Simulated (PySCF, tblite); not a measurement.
# Ge₁₆H₂₄: electronic excitations

Aim: compute the electronic excitations of Ge₁₆H₂₄.

Programs: tblite 0.8.0 and PySCF 2.14.0, with routines of our own; each step states its level. All values are computed. Atoms count from 0.

### Step 1. The starting structure

40 atoms, charge 0, multiplicity 1; geometry from: force field, distance geometry or constructed start.

### Step 2. Geometry optimisation with GFN2-xTB

Job settings and geometry (Å):

```
{"job": {"kind": "relax", "xc": "GFN2-xTB", "basis": "xTB"}, "charge": 0, "multiplicity": 1}
Ge    -0.495200    -1.156700     3.673400
Ge    -0.503300    -1.152300    -0.415200
Ge    -0.494900    -1.157200    -2.857300
Ge    -2.501200    -2.305500     2.852100
Ge    -2.501500    -2.311100     0.411700
Ge    -0.503400     1.154400    -3.677600
Ge    -2.500400     2.311600    -0.411600
Ge    -0.496700     1.157600     2.859800
Ge    -2.497800     2.307800    -2.858700
Ge    -0.502900     1.154100     0.409900
Ge     3.498600    -1.156100    -0.410400
Ge     1.497800    -2.311900     2.858300
Ge     1.496900    -2.309200     0.413300
Ge     1.502500     2.309300    -0.411000
Ge     1.498100     2.315000    -2.858100
Ge     3.498800     1.155500     0.414600
H     -0.499700    -1.153000     5.205900
H     -1.750400    -1.879600    -3.369300
H      0.748500    -1.874400    -3.365800
H     -3.746900    -1.587700     3.371000
H     -2.502800    -3.748600     3.369800
H     -3.750600    -1.587100    -0.101900
H     -2.497100    -3.747800    -0.095100
H     -0.504300     1.150600    -5.206500
H     -2.500000     3.755000     0.102600
H     -3.755800     1.587700     0.104200
H     -1.748600     1.878500     3.367600
H      0.748500     1.876800     3.369500
H     -2.499900     3.752800    -3.370300
H     -3.748600     1.589000    -3.364900
H      3.504300    -1.154300    -1.939400
H      4.748000    -1.874900     0.101900
H      2.748500    -1.588500     3.366400
H      1.502400    -3.753700     3.372000
H      1.501500    -3.750600    -0.105000
H      1.500800     3.754600     0.098800
H      1.499500     3.752500    -3.372400
H      2.750400     1.591100    -3.370900
H      4.751000     1.872300    -0.101800
H      3.495900     1.158300     1.939500
```

Command:

```sh
$ OMP_NUM_THREADS=2 python large_run.py task.json out
```

The driver reads the jobs from task.json and runs them one after another.

The program printed:

```text
step      E/eV     max force
  0   -1177.06634    0.645
  1   -1177.13567    0.461
  2   -1177.28542    0.358
  3   -1177.31320    0.319
  4   -1177.38114    0.290
  5   -1177.38769    0.206
  6   -1177.39651    0.109
  7   -1177.40050    0.090
  8   -1177.40331    0.114
  9   -1177.40494    0.093
 10   -1177.40765    0.111
 11   -1177.41133    0.134
 12   -1177.41580    0.138
 13   -1177.41970    0.131
 14   -1177.42252    0.098
 15   -1177.42430    0.058
 16   -1177.42533    0.055
 17   -1177.42588    0.040
 18   -1177.42629    0.039
 19   -1177.42681    0.047
 20   -1177.42756    0.063
 21   -1177.42864    0.077
 22   -1177.42992    0.073
 23   -1177.43103    0.063
 24   -1177.43174    0.041
 25   -1177.43220    0.033
 26   -1177.43255    0.041
 27   -1177.43284    0.037
 28   -1177.43306    0.028
 29   -1177.43321    0.023
 30   -1177.43336    0.020
```

It took 4 s on 2 threads of Arm Neoverse N1, shared host; peak memory 0.16 GiB.

Along the way:

```csv
step,energy from step 0 (eV),largest force (eV/Å)
0,0.0000,0.6455
1,-0.0693,0.4614
2,-0.2191,0.3578
3,-0.2469,0.3196
4,-0.3148,0.2902
5,-0.3213,0.2055
6,-0.3302,0.1084
7,-0.3342,0.0898
8,-0.3370,0.1137
9,-0.3386,0.0927
11,-0.3450,0.1340
12,-0.3495,0.1381
14,-0.3562,0.0985
16,-0.3590,0.0545
17,-0.3595,0.0399
19,-0.3605,0.0463
21,-0.3623,0.0769
22,-0.3636,0.0736
24,-0.3654,0.0413
26,-0.3662,0.0412
27,-0.3665,0.0372
28,-0.3667,0.0289
29,-0.3669,0.0229
30,-0.3670,0.0195
```

Distances of close pairs at the start and the end, largest changes first:

```csv
bond,before (Å),after (Å),change (Å)
Ge1–Ge9,2.450,2.511,+0.061
Ge10–Ge15,2.454,2.395,-0.059
Ge0–Ge3,2.453,2.415,-0.038
Ge6–Ge8,2.447,2.413,-0.034
Ge5–Ge14,2.455,2.421,-0.033
Ge10–Ge12,2.453,2.419,-0.033
Ge13–Ge15,2.449,2.419,-0.030
Ge5–Ge8,2.445,2.416,-0.030
```

The end geometry stands in the next job.

### Step 3. Electronic excitations: TDDFT PBE/def2-SVP

Job settings and geometry (Å):

```
{"job": {"kind": "uv", "basis": "def2-SVP", "grid": 1, "kgrid": 0, "vcut": null, "nstates": 6, "ntriplets": 2, "tda": false, "delta": ["ip_vertical"], "pop": true, "xc": "PBE"}, "charge": 0, "multiplicity": 1}
Ge    -0.519017    -1.198115     3.736177
Ge    -0.506262    -1.170342    -0.451101
Ge    -0.507013    -1.079047    -2.904583
Ge    -2.496567    -2.298468     2.892300
Ge    -2.471949    -2.297925     0.479888
Ge    -0.520571     1.198093    -3.736863
Ge    -2.471996     2.299699    -0.479315
Ge    -0.505780     1.079947     2.904575
Ge    -2.496919     2.300346    -2.891835
Ge    -0.504481     1.172608     0.451021
Ge     3.534359    -1.145932    -0.347271
Ge     1.444574    -2.322859     2.874357
Ge     1.535354    -2.257003     0.442087
Ge     1.537038     2.258674    -0.443726
Ge     1.443070     2.322953    -2.876288
Ge     3.534519     1.146407     0.347459
H     -0.510145    -1.198823     5.267603
H     -1.673978    -1.882652    -3.455593
H      0.684718    -1.864888    -3.437707
H     -3.767965    -1.663141     3.420336
H     -2.600157    -3.718587     3.413461
H     -3.737756    -1.651744    -0.066729
H     -2.589996    -3.713922    -0.057228
H     -0.512587     1.199633    -5.268446
H     -2.590467     3.715372     0.057833
H     -3.736674     1.652285     0.068240
H     -1.674051     1.882117     3.455781
H      0.684629     1.866914     3.439151
H     -2.598638     3.720932    -3.412189
H     -3.769553     1.666215    -3.419027
H      3.549411    -1.191021    -1.867225
H      4.805788    -1.886868     0.013192
H      2.702610    -1.669161     3.429867
H      1.562519    -3.738148     3.414593
H      1.559510    -3.707324    -0.068708
H      1.560692     3.709433     0.066257
H      1.560434     3.738436    -3.415987
H      2.701168     1.670323    -3.433112
H      4.806609     1.887939    -0.010083
H      3.545518     1.191463     1.867929
```

With the program's defaults for keys left out, this is: TDDFT PBE/def2-SVP, vertical, gas phase, core orbitals frozen in the response.

The program printed:

```text
start: PBE on a coarse grid of 166947 points
cycle   1  E = -33237.2470224991  dE = -8.077e+00  |g| = 1.818e+00  |ddm| = 7.172e+00
cycle   2  E = -33237.0468586908  dE =  2.002e-01  |g| = 2.226e+00  |ddm| = 2.396e+00
cycle   3  E = -33237.5051669373  dE = -4.583e-01  |g| = 2.837e-01  |ddm| = 1.798e+00
cycle   4  E = -33237.5349032752  dE = -2.974e-02  |g| = 6.138e-02  |ddm| = 5.540e-01
cycle   5  E = -33237.5359823296  dE = -1.079e-03  |g| = 2.763e-02  |ddm| = 1.299e-01
cycle   6  E = -33237.5361865580  dE = -2.042e-04  |g| = 5.171e-03  |ddm| = 4.642e-02
final grid: 166947 points
cycle   7  E = -33237.5361790906  dE =  7.467e-06  |g| = 8.398e-03  |ddm| = 1.980e-02
cycle   8  E = -33237.5361411548  dE =  3.794e-05  |g| = 1.510e-02  |ddm| = 3.329e-02
cycle   9  E = -33237.5361989275  dE = -5.777e-05  |g| = 1.460e-03  |ddm| = 2.274e-02
cycle  10  E = -33237.5362058605  dE = -6.933e-06  |g| = 3.751e-04  |ddm| = 2.649e-03
cycle  11  E = -33237.5362014989  dE =  4.362e-06  |g| = 9.563e-05  |ddm| = 7.158e-04
converged SCF energy = -33237.5362014989
Vertical ionisation energy (delta-SCF) = 7.6158 eV   <S^2> = 0.751

Static polarisability (au): isotropic 518.854, principal 440.321 521.603 594.637

Singlet excitations
state   eV       nm        f      main configurations
  1   4.0798    303.9   0.00000   H->L 0.98
  2   4.1432    299.2   0.00013   H-1->L 0.98
  3   4.2697    290.4   0.00000   H-2->L 0.97
  4   4.3260    286.6   0.00463   H->L+1 0.82, H-3->L 0.14
  5   4.3685    283.8   0.00311   H-1->L+1 0.91
  6   4.4462    278.9   0.02616   H-3->L 0.69, H->L+1 0.10, H->L+3 0.09

Triplet excitations (Tamm-Dancoff, eV): 3.9025 3.9791
```

Run time: 3 min. Hardware: 2 threads of Arm Neoverse N1, shared host; peak memory 1.6 GiB.

Frontier orbitals and where they lie:

```csv
orbital,eV,atoms
HOMO−4,-6.47,"Ge15 13 %, Ge10 13 %, Ge12 10 %"
HOMO−3,-6.42,"Ge0 10 %, Ge5 10 %, Ge7 9 %"
HOMO−2,-6.23,"Ge9 18 %, Ge1 18 %, Ge7 12 %"
HOMO−1,-6.12,"Ge9 11 %, Ge1 11 %, Ge13 10 %"
HOMO,-6.05,"Ge9 16 %, Ge1 16 %, Ge6 6 %"
LUMO,-2.06,"Ge1 11 %, Ge9 11 %, Ge12 7 %"
LUMO+1,-1.82,"Ge1 14 %, Ge9 14 %, Ge2 8 %"
LUMO+2,-1.64,"Ge1 11 %, Ge9 11 %, Ge6 8 %"
LUMO+3,-1.56,"Ge13 10 %, Ge12 10 %, Ge14 9 %"
```

With each of the 6 states as a Gaussian band of 0.4 eV half-width at 1/e, the curve within the window shown has maxima at 280 nm (ε 1,400) L/(mol cm). Beyond the last state computed it falls off for lack of states. The curve at chosen wavelengths:

```tsv
nm	ε (L/mol/cm)
261	718
265	923
269	1110
272	1223
276	1324
280	1359
284	1329
288	1243
291	1151
295	1004
299	847
303	691
307	548
310	452
314	343
318	254
322	184
326	131
329	100
333	69
337	47
341	32
345	21
348	15
352	10
356	7
```

Further results of this job:

```csv
property,computed
dipole moment (D),0.02
polarisability (Å³),76.89
HOMO–LUMO gap (eV),4.00
−ε(HOMO) (eV),6.05
```

### Step 4. Outcome

| quantity | value |
| --- | --- |
| lowest singlet (PBE/def2-SVP) | 4.08 eV (304 nm), f = 0.000 |
| brightest single state of those computed | state 6, 4.45 eV, f = 0.026 |
| lowest triplet | 3.90 eV |

The first singlet state (HOMO→LUMO 0.98) lies at 4.08 eV and is dark; of the 6 states computed, the strongest absorption comes from state 6 at 4.45 eV (the last computed, so partners may be missing). The lowest triplet lies 0.18 eV below the lowest singlet (triplets in Tamm-Dancoff, singlets in full TDDFT).
